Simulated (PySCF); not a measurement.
# C11H18OSi: NMR shifts at several levels of theory

How much do the NMR shifts of C11H18OSi (`COc1ccc([C@@H](C)[SiH](C)C)cc1`) depend on the level of theory, and what does each level cost?

Computed with PySCF 2.14.0, with density-fitted response routines of our own, on a single molecule in the gas phase. Atoms are numbered from 0 throughout.

### Step 1. Starting geometry

31 atoms, charge 0, multiplicity 1; geometry from: GFN2-xTB.

Bonds of the start (Å): C0–O1 1.40, O1–C2 1.37, C2–C3 1.39, C3–C4 1.38, C4–C5 1.39, C5–C6 1.50, C6–C7 1.53, C6–Si8 1.93, Si8–C9 1.90, Si8–C10 1.90, C5–C11 1.39, C11–C12 1.38, C12–C2 1.39, C0–H13 1.10, C0–H14 1.10, C0–H15 1.09, C3–H16 1.08, C4–H17 1.08, C6–H18 1.10, C7–H19 1.09, C7–H20 1.09, C7–H21 1.09, Si8–H22 1.48, C9–H23 1.09, C9–H24 1.09, C9–H25 1.09, C10–H26 1.09, C10–H27 1.09, C10–H28 1.09, C11–H29 1.08 and more.

### Step 2. Relaxing the molecule at PBE0-D3(BJ)/def2-SVP

The job: settings as JSON, then the geometry in Å.

```
{"job": {"xc": "PBE0", "basis": "def2-SVP", "d3": "d3bj", "grid": 1, "kind": "geom"}, "charge": 0, "multiplicity": 1}
C      4.584620    -0.917480     0.092130
O      3.642940    -0.451300    -0.840180
C      2.399810    -0.103290    -0.388660
C      1.965130    -0.213590     0.925440
C      0.678930     0.175670     1.259880
C     -0.204700     0.681660     0.316700
C     -1.599250     1.062220     0.715000
C     -2.049110     2.388980     0.105750
Si    -2.813740    -0.374630     0.303000
C     -2.912050    -0.682420    -1.570510
C     -2.202300    -1.947810     1.175450
C      0.243140     0.779710    -0.998320
C      1.520000     0.397010    -1.347770
H      4.251020    -1.840160     0.579180
H      4.801380    -0.163260     0.856420
H      5.489830    -1.121290    -0.478210
H      2.612770    -0.597360     1.698610
H      0.359330     0.082460     2.288730
H     -1.605380     1.185890     1.802990
H     -2.149840     2.321500    -0.973730
H     -3.015530     2.676520     0.513760
H     -1.331290     3.176620     0.332180
H     -4.145610     0.005320     0.814890
H     -1.945000    -0.971370    -1.972840
H     -3.612310    -1.482380    -1.791410
H     -3.246270     0.199710    -2.108320
H     -2.833330    -2.797910     0.937750
H     -2.203280    -1.830950     2.254460
H     -1.188120    -2.192190     0.872710
H     -0.413420     1.164130    -1.763370
H      1.864850     0.475060    -2.367160
```

Log:

```text
step   0  E = -793.59681426  max force = 0.015816
step   1  E = -793.60016929  max force = 0.008099
step   2  E = -793.59929107  max force = 0.011359
step   3  E = -793.60065852  max force = 0.002078
step   4  E = -793.60064552  max force = 0.003184
step   5  E = -793.60072915  max force = 0.000808
step   6  E = -793.60073464  max force = 0.000520
step   7  E = -793.60073195  max force = 0.001055
step   8  E = -793.60073932  max force = 0.000582
step   9  E = -793.60074350  max force = 0.000157
optimisation converged
```

Wall time 6.7 min (8 threads of Arm Neoverse V1, shared host).

Step by step: (the energy doesn't fall at every step)

```
step  energy from step 0 (eV)  largest force component (eV/Å)
   0                   0.0000                          0.8133
   1                  -0.0913                          0.4165
   2                  -0.0674                          0.5841
   3                  -0.1046                          0.1069
   4                  -0.1043                          0.1637
   5                  -0.1065                          0.0415
   6                  -0.1067                          0.0267
   7                  -0.1066                          0.0543
   8                  -0.1068                          0.0299
   9                  -0.1069                          0.0081
```

Close pairs (by a distance rule), those that changed most:

```
   bond  before (Å)  after (Å)  change (Å)
Si8–H22       1.477      1.503      +0.026
Si8–C10       1.900      1.879      -0.021
 Si8–C9       1.901      1.881      -0.020
  O1–C2       1.368      1.351      -0.017
C10–H26       1.085      1.101      +0.016
C10–H27       1.085      1.101      +0.016
 C9–H24       1.086      1.101      +0.015
 C9–H25       1.086      1.101      +0.015
```

The final coordinates are the input of the step that follows.

```
                         at the end point                value
  point group (found at 0.08 Å tolerance)                   C1
rotational constants (GHz, main isotopes)  1.301, 0.364, 0.345
                        dipole moment (D)                 1.43
```

### Step 3. Shielding tensors: PBE0/pcSseg-1

The job: settings as JSON, then the geometry in Å.

```
{"job": {"kind": "nmr", "xc": "PBE0", "basis": "pcSseg-1", "pop": false}, "charge": 0, "multiplicity": 1}
C      4.527415    -1.057029     0.120249
O      3.646822    -0.484972    -0.802339
C      2.419645    -0.109719    -0.380417
C      1.952530    -0.253234     0.929427
C      0.662655     0.167666     1.254959
C     -0.197531     0.733470     0.309246
C     -1.609050     1.110901     0.677144
C     -2.109724     2.410037     0.047065
Si    -2.769253    -0.359518     0.294776
C     -2.842606    -0.684924    -1.556255
C     -2.185824    -1.897276     1.204340
C      0.297038     0.873948    -0.998610
C      1.577378     0.463647    -1.341224
H      4.127478    -1.994800     0.546406
H      4.763217    -0.366232     0.949828
H      5.453311    -1.283454    -0.424050
H      2.583164    -0.685542     1.706867
H      0.316129     0.048167     2.285681
H     -1.650849     1.219322     1.775825
H     -2.189937     2.340265    -1.049061
H     -3.111185     2.668735     0.423898
H     -1.433552     3.250757     0.272000
H     -4.141579     0.014087     0.780779
H     -1.849736    -0.968780    -1.938841
H     -3.540003    -1.508641    -1.775267
H     -3.185666     0.200808    -2.113037
H     -2.839978    -2.755000     0.982381
H     -2.188252    -1.743952     2.294889
H     -1.160497    -2.158643     0.899094
H     -0.334259     1.316910    -1.772312
H      1.955920     0.578068    -2.358891
```

Method: GIAO PBE0/pcSseg-1 NMR shielding, non-relativistic, gas phase.

Log:

```text
coarse grid: 25816 points
cycle   1  E = -793.7444264366  dE =  1.624e+00  |g| = 6.952e-01  |ddm| = 5.150e+00
cycle   2  E = -793.7052447964  dE =  3.918e-02  |g| = 8.338e-01  |ddm| = 1.470e+00
cycle   3  E = -793.8551372788  dE = -1.499e-01  |g| = 1.206e-01  |ddm| = 8.448e-01
cycle   4  E = -793.8577032602  dE = -2.566e-03  |g| = 4.643e-02  |ddm| = 1.368e-01
cycle   5  E = -793.8581916128  dE = -4.884e-04  |g| = 1.226e-02  |ddm| = 5.308e-02
cycle   6  E = -793.8582235458  dE = -3.193e-05  |g| = 5.704e-03  |ddm| = 1.751e-02
cycle   7  E = -793.8582315112  dE = -7.965e-06  |g| = 9.869e-04  |ddm| = 7.278e-03
final grid: 243120 points
cycle   8  E = -793.9456140181  dE = -6.804e-05  |g| = 1.412e-02  |ddm| = 7.167e-02
cycle   9  E = -793.9455706352  dE =  4.338e-05  |g| = 2.042e-02  |ddm| = 2.915e-02
cycle  10  E = -793.9456561795  dE = -8.554e-05  |g| = 2.873e-03  |ddm| = 1.942e-02
cycle  11  E = -793.9456581611  dE = -1.982e-06  |g| = 4.335e-04  |ddm| = 3.238e-03
cycle  12  E = -793.9456581939  dE = -3.284e-08  |g| = 2.554e-04  |ddm| = 6.701e-04
cycle  13  E = -793.9456582100  dE = -1.605e-08  |g| = 4.328e-05  |ddm| = 2.942e-04
cycle  14  E = -793.9456582104  dE = -4.243e-10  |g| = 1.423e-05  |ddm| = 5.908e-05
converged SCF energy = -793.9456582104

GIAO shielding tensors (ppm)
atom      isotropic    diamagn.    paramagn.     s11        s22        s33       span
  0 C      130.666     242.761    -112.095    103.406    111.924    176.668     73.261
  1 O      235.717     394.890    -159.173    132.717    279.767    294.667    161.950
  2 C       22.268     263.151    -240.884    -57.794      9.416    115.180    172.974
  3 C       73.156     261.374    -188.218    -15.647     57.188    177.926    193.573
  4 C       49.330     255.428    -206.098    -54.014     47.049    154.955    208.970
  5 C       44.960     265.472    -220.511    -47.018     10.396    171.503    218.521
  6 C      155.021     250.557     -95.536    142.594    150.124    172.344     29.750
  7 C      168.045     246.194     -78.149    153.034    166.506    184.593     31.559
  8 Si     362.680     882.084    -519.404    328.432    374.832    384.776     56.345
  9 C      193.300     255.108     -61.808    187.906    193.599    198.396     10.490
 10 C      188.629     255.384     -66.755    182.165    190.148    193.574     11.408
 11 C       52.365     255.927    -203.562    -55.453     37.904    174.644    230.097
 12 C       61.961     255.220    -193.259    -27.648     52.082    161.448    189.096
 13 H       27.814      28.819      -1.005     24.270     25.676     33.498      9.228
 14 H       27.812      27.155       0.657     24.218     25.513     33.705      9.487
 15 H       27.269      25.173       2.096     22.694     25.709     33.403     10.709
 16 H       24.758      34.504      -9.746     20.224     24.620     29.429      9.206
 17 H       24.245      36.259     -12.014     20.837     22.603     29.296      8.459
 18 H       29.291      34.518      -5.227     24.641     29.029     34.202      9.561
 19 H       29.763      31.837      -2.074     25.830     28.792     34.667      8.837
 20 H       29.966      28.440       1.526     25.246     27.430     37.221     11.975
 21 H       29.900      29.818       0.082     25.578     27.284     36.839     11.261
 22 H       27.049      30.001      -2.952     24.042     24.741     32.364      8.322
 23 H       31.413      34.987      -3.575     25.665     31.386     37.188     11.523
 24 H       31.482      28.506       2.976     26.361     28.166     39.917     13.556
 25 H       31.146      30.731       0.415     26.194     29.372     37.873     11.679
 26 H       31.417      28.962       2.455     26.217     28.324     39.709     13.493
 27 H       31.353      31.448      -0.096     26.880     28.757     38.422     11.542
 28 H       31.559      35.432      -3.872     25.859     31.776     37.044     11.185
 29 H       24.144      36.668     -12.524     20.301     22.093     30.037      9.736
 30 H       24.222      32.678      -8.456     19.996     24.572     28.098      8.103
```

Wall time 1.9 min (8 threads of Arm Neoverse V1, shared host).

The references, computed at this level on geometries of the same kind, shield at (ppm): 1H TMS 31.27, 13C TMS 184.4, 29Si TMS 352.0, 17O H2O 334.6. Their shielding less the atom's gives the shift. The references are single molecules in the gas phase, so shifts against H2O, NH3, PH3, H3PO4 or CFCl3 are not on the usual liquid scales and can be off by tens of ppm. Atoms listed in one row are averaged.

```
        atoms                                              environment  σ (ppm)  δ (ppm)  δ scaled to CDCl3
           C2                           aromatic carbon bearing oxygen     22.3    162.1              156.9
           C5                              substituted aromatic carbon     45.0    139.4              134.9
      C4, C11                                              aromatic CH     50.8    133.6              129.2
      C3, C12                                              aromatic CH     67.6    116.8              113.0
           C0                                methyl carbon bonded to O    130.7     53.7               51.7
           C6                 sp3 CH bonded to Si, on an aromatic ring    155.0     29.4               28.0
           C7                                            methyl carbon    168.0     16.4               15.4
          C10                               methyl carbon bonded to Si    188.6     -4.2               -4.6
           C9                               methyl carbon bonded to Si    193.3     -8.9               -9.1
     H17, H29                               hydrogen on an aromatic CH    24.19     7.07               6.92
     H16, H30                               hydrogen on an aromatic CH    24.49     6.78               6.64
          H22                      hydrogen on a silicon bonded to 3 C    27.05     4.22                  –
H13, H14, H15                  hydrogen on a methyl carbon bonded to O    27.63     3.64               3.66
          H18  hydrogen on an sp3 CH bonded to Si, on an aromatic ring    29.29     1.98               2.09
H19, H20, H21                              hydrogen on a methyl carbon    29.88     1.39               1.53
H23, H24, H25                 hydrogen on a methyl carbon bonded to Si    31.35    -0.08               0.14
H26, H27, H28                 hydrogen on a methyl carbon bonded to Si    31.44    -0.18               0.05
           O1                                             ether oxygen    235.7     98.8                  –
          Si8                                 silicon bonded to 3 C, H    362.7    -10.7                  –
```

The scaled column applies a straight-line fit of computed shieldings to shifts measured in CDCl3 (root-mean-square error 0.21 ppm for H, 2.0 ppm for C).

Ring of atoms C2, C3, C4, C5, C11, C12: NICS(0) -9.2, NICS(1) -10.8, NICS(1)zz -26.1 ppm (means of both faces).

### Step 4. Shielding tensors: PBE/pcSseg-1

Settings changed since step 3:

```diff
@@ -1,2 +1,2 @@
-{"job": {"kind": "nmr", "xc": "PBE0", "basis": "pcSseg-1", "pop": false}, "charge": 0, "multiplicity": 1}
+{"job": {"kind": "nmr", "xc": "PBE", "basis": "pcSseg-1", "pop": false}, "charge": 0, "multiplicity": 1}
 C      4.527415    -1.057029     0.120249
```

With the program's defaults for keys left out, this is: GIAO PBE/pcSseg-1 NMR shielding, non-relativistic, gas phase.

Log:

```text
coarse grid: 25816 points
cycle   1  E = -793.5108225607  dE =  1.244e+00  |g| = 9.637e-01  |ddm| = 5.263e+00
cycle   2  E = -793.1669536056  dE =  3.439e-01  |g| = 1.525e+00  |ddm| = 2.640e+00
cycle   3  E = -793.7291276165  dE = -5.622e-01  |g| = 2.471e-01  |ddm| = 1.890e+00
cycle   4  E = -793.7412584814  dE = -1.213e-02  |g| = 8.491e-02  |ddm| = 3.055e-01
cycle   5  E = -793.7428354540  dE = -1.577e-03  |g| = 3.356e-02  |ddm| = 1.143e-01
cycle   6  E = -793.7430920563  dE = -2.566e-04  |g| = 1.547e-02  |ddm| = 4.909e-02
cycle   7  E = -793.7431500632  dE = -5.801e-05  |g| = 3.702e-03  |ddm| = 2.140e-02
cycle   8  E = -793.7431532358  dE = -3.173e-06  |g| = 1.302e-03  |ddm| = 5.095e-03
final grid: 243120 points
cycle   9  E = -793.8625385388  dE = -6.370e-05  |g| = 2.325e-02  |ddm| = 1.012e-01
cycle  10  E = -793.8622649815  dE =  2.736e-04  |g| = 4.288e-02  |ddm| = 5.581e-02
cycle  11  E = -793.8626485847  dE = -3.836e-04  |g| = 7.351e-03  |ddm| = 4.105e-02
cycle  12  E = -793.8626610745  dE = -1.249e-05  |g| = 1.179e-03  |ddm| = 8.444e-03
cycle  13  E = -793.8626613252  dE = -2.507e-07  |g| = 6.584e-04  |ddm| = 1.820e-03
cycle  14  E = -793.8626614440  dE = -1.189e-07  |g| = 1.193e-04  |ddm| = 8.268e-04
cycle  15  E = -793.8626614473  dE = -3.286e-09  |g| = 4.692e-05  |ddm| = 1.524e-04
cycle  16  E = -793.8626614478  dE = -4.670e-10  |g| = 1.636e-05  |ddm| = 5.512e-05
converged SCF energy = -793.8626614478

GIAO shielding tensors (ppm)
atom      isotropic    diamagn.    paramagn.     s11        s22        s33       span
  0 C      125.073     243.107    -118.035     96.035    105.912    173.271     77.236
  1 O      217.667     394.477    -176.810    110.003    260.753    282.245    172.243
  2 C       19.860     263.470    -243.609    -52.094      4.728    106.947    159.040
  3 C       71.608     260.892    -189.284    -14.132     56.139    172.818    186.950
  4 C       47.517     254.918    -207.402    -51.515     46.439    147.626    199.140
  5 C       42.597     264.773    -222.175    -44.810      7.841    164.761    209.571
  6 C      147.343     251.151    -103.808    135.152    142.199    164.677     29.525
  7 C      163.177     246.233     -83.057    147.608    161.028    180.894     33.286
  8 Si     346.129     883.395    -537.265    310.282    359.299    368.808     58.526
  9 C      189.351     254.079     -64.728    184.034    189.595    194.424     10.390
 10 C      184.233     254.310     -70.077    177.813    185.573    189.314     11.501
 11 C       51.310     255.234    -203.924    -52.325     37.325    168.931    221.256
 12 C       60.291     254.817    -194.526    -25.624     51.349    155.147    180.772
 13 H       27.659      29.082      -1.423     24.305     25.442     33.231      8.926
 14 H       27.658      27.226       0.433     24.207     25.335     33.433      9.225
 15 H       27.171      25.091       2.079     22.848     25.713     32.951     10.103
 16 H       24.824      34.559      -9.735     20.590     24.462     29.419      8.829
 17 H       24.295      36.425     -12.130     21.133     22.494     29.258      8.125
 18 H       29.105      34.440      -5.335     24.747     28.994     33.573      8.826
 19 H       29.663      32.055      -2.393     25.973     28.745     34.270      8.298
 20 H       29.890      28.185       1.705     25.415     27.518     36.738     11.323
 21 H       29.833      29.961      -0.128     25.730     27.268     36.502     10.772
 22 H       26.848      29.945      -3.098     23.951     24.655     31.937      7.987
 23 H       31.329      34.931      -3.601     25.798     31.356     36.834     11.036
 24 H       31.431      28.508       2.923     26.535     28.287     39.472     12.937
 25 H       31.058      30.708       0.351     26.273     29.396     37.506     11.233
 26 H       31.337      28.967       2.371     26.350     28.419     39.243     12.893
 27 H       31.266      31.402      -0.136     26.981     28.773     38.045     11.064
 28 H       31.452      35.352      -3.901     26.009     31.743     36.604     10.595
 29 H       24.190      36.894     -12.703     20.524     22.020     30.027      9.503
 30 H       24.332      32.796      -8.464     20.443     24.445     28.108      7.665
```

Run time: 70 s. Hardware: 8 threads of Arm Neoverse V1, shared host.

In short: δ C2 160.2, C5 137.4, C4 130.6, C3 114.1, H17 6.95, H16 6.62 ppm (means over like atoms).

### Step 5. Nuclear shieldings: wB97X-D/pcSseg-1

Settings changed since step 4:

```diff
@@ -1,2 +1,2 @@
-{"job": {"kind": "nmr", "xc": "PBE", "basis": "pcSseg-1", "pop": false}, "charge": 0, "multiplicity": 1}
+{"job": {"kind": "nmr", "xc": "wB97X-D", "basis": "pcSseg-1", "pop": false}, "charge": 0, "multiplicity": 1}
 C      4.527415    -1.057029     0.120249
```

With the program's defaults for keys left out, this is: GIAO wB97X-D/pcSseg-1 NMR shielding, non-relativistic, gas phase.

Log:

```text
coarse grid: 25816 points
cycle   1  E = -794.3125117583  dE =  2.138e+00  |g| = 6.164e-01  |ddm| = 5.087e+00
cycle   2  E = -794.3368100729  dE = -2.430e-02  |g| = 5.920e-01  |ddm| = 1.048e+00
cycle   3  E = -794.3972277272  dE = -6.042e-02  |g| = 8.842e-02  |ddm| = 4.706e-01
cycle   4  E = -794.3985126322  dE = -1.285e-03  |g| = 3.811e-02  |ddm| = 9.682e-02
cycle   5  E = -794.3988439519  dE = -3.313e-04  |g| = 5.656e-03  |ddm| = 4.387e-02
cycle   6  E = -794.3988513555  dE = -7.404e-06  |g| = 2.576e-03  |ddm| = 1.007e-02
final grid: 243120 points
cycle   7  E = -794.4956196050  dE = -3.235e-04  |g| = 6.690e-03  |ddm| = 7.019e-02
cycle   8  E = -794.4956231658  dE = -3.561e-06  |g| = 6.136e-03  |ddm| = 1.498e-02
cycle   9  E = -794.4956321084  dE = -8.943e-06  |g| = 1.138e-03  |ddm| = 6.499e-03
cycle  10  E = -794.4956324113  dE = -3.029e-07  |g| = 5.294e-04  |ddm| = 1.826e-03
cycle  11  E = -794.4956324826  dE = -7.123e-08  |g| = 8.450e-05  |ddm| = 6.976e-04
cycle  12  E = -794.4956324847  dE = -2.129e-09  |g| = 3.582e-05  |ddm| = 1.481e-04
cycle  13  E = -794.4956324851  dE = -4.056e-10  |g| = 1.372e-05  |ddm| = 6.599e-05
converged SCF energy = -794.4956324851

GIAO shielding tensors (ppm)
atom      isotropic    diamagn.    paramagn.     s11        s22        s33       span
  0 C      130.305     242.325    -112.020    103.752    111.393    175.770     72.018
  1 O      243.107     395.468    -152.361    144.836    287.637    296.847    152.011
  2 C       20.840     263.398    -242.558    -62.768      9.922    115.366    178.134
  3 C       72.197     262.202    -190.005    -17.876     56.837    177.632    195.508
  4 C       48.149     256.675    -208.525    -57.424     46.314    155.558    212.982
  5 C       43.373     265.913    -222.540    -51.312      9.415    172.015    223.327
  6 C      156.650     251.317     -94.668    143.155    152.621    174.172     31.017
  7 C      168.032     245.957     -77.925    153.290    166.745    184.061     30.771
  8 Si     362.481     881.946    -519.465    328.170    373.750    385.524     57.354
  9 C      193.164     255.486     -62.321    187.661    193.474    198.358     10.696
 10 C      188.767     255.771     -67.005    182.277    190.288    193.734     11.457
 11 C       50.907     257.154    -206.247    -59.083     37.271    174.533    233.616
 12 C       60.910     256.025    -195.115    -30.416     51.515    161.630    192.046
 13 H       27.942      29.021      -1.079     24.388     25.828     33.612      9.224
 14 H       27.941      27.303       0.638     24.349     25.658     33.817      9.468
 15 H       27.400      25.146       2.254     22.789     25.850     33.561     10.772
 16 H       24.860      34.708      -9.848     20.345     24.717     29.518      9.172
 17 H       24.348      36.538     -12.189     20.983     22.661     29.401      8.418
 18 H       29.512      34.788      -5.276     24.816     29.276     34.445      9.629
 19 H       29.878      32.036      -2.158     25.937     28.915     34.781      8.844
 20 H       30.090      28.429       1.661     25.370     27.538     37.363     11.993
 21 H       30.031      29.933       0.098     25.722     27.445     36.926     11.204
 22 H       27.218      29.931      -2.713     24.207     24.884     32.563      8.357
 23 H       31.523      35.635      -4.112     25.801     31.526     37.241     11.440
 24 H       31.580      28.453       3.127     26.479     28.265     39.995     13.516
 25 H       31.259      30.875       0.384     26.341     29.506     37.931     11.590
 26 H       31.529      28.925       2.604     26.350     28.431     39.807     13.458
 27 H       31.469      31.612      -0.143     27.002     28.916     38.489     11.487
 28 H       31.683      36.109      -4.426     25.985     31.913     37.151     11.167
 29 H       24.231      36.990     -12.759     20.462     22.125     30.106      9.644
 30 H       24.306      32.741      -8.434     20.074     24.633     28.213      8.139
```

Wall time 2.4 min (8 threads of Arm Neoverse V1, shared host).

In short: δ C2 163.7, C5 141.2, C4 135.0, C3 118.0, H17 7.09, H16 6.80 ppm (means over like atoms).

(Part 1 of 2 ends here.)
